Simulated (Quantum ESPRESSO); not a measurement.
PtSe in Quantum ESPRESSO: the effect of functional

Crystal: PtSe.

```
CELL_PARAMETERS angstrom
0.00000 3.03745 3.03745
3.03745 0.00000 3.03745
3.03745 3.03745 0.00000
ATOMIC_POSITIONS crystal
Pt 0.00000 0.00000 0.00000
Se 0.25000 0.25000 0.25000
```

The cell comes from a database or a generator and needn't be the stable form of this composition.

Alike in all runs:

| Property | Result |
| --- | --- |
| Program | Quantum ESPRESSO 7.5 |
| Task | phonons |
| Cutoff | 612 eV |
| Density cutoff | 4898 eV |
| k mesh | 4 × 4 × 4, shifted |
| Occupations | fermi-dirac, width 0.05 eV |
| Spin | no spin polarisation |

Each run relaxes the cell or the atoms first.

| functional | potentials or basis | relaxed volume (Å³/atom) | highest phonon frequency (cm⁻¹) |
| --- | --- | --- | --- |
| LDA | GBRV 1.5 LDA | ? | ? |
| PBE | GBRV 1.5 PBE | 23.13 | 179 |
| PBEsol | GBRV 1.5 PBEsol | 22.11 | 195 |

Question: What does the run with functional LDA give?

Answer: Relaxed volume 21.65 Å³/atom; highest phonon frequency 201 cm⁻¹.

Caveats: all runs use coarse meshes; the mesh is thin for the phonons of a metal; the volume moved by over 15 % at a fixed basis, so the end points are rough.
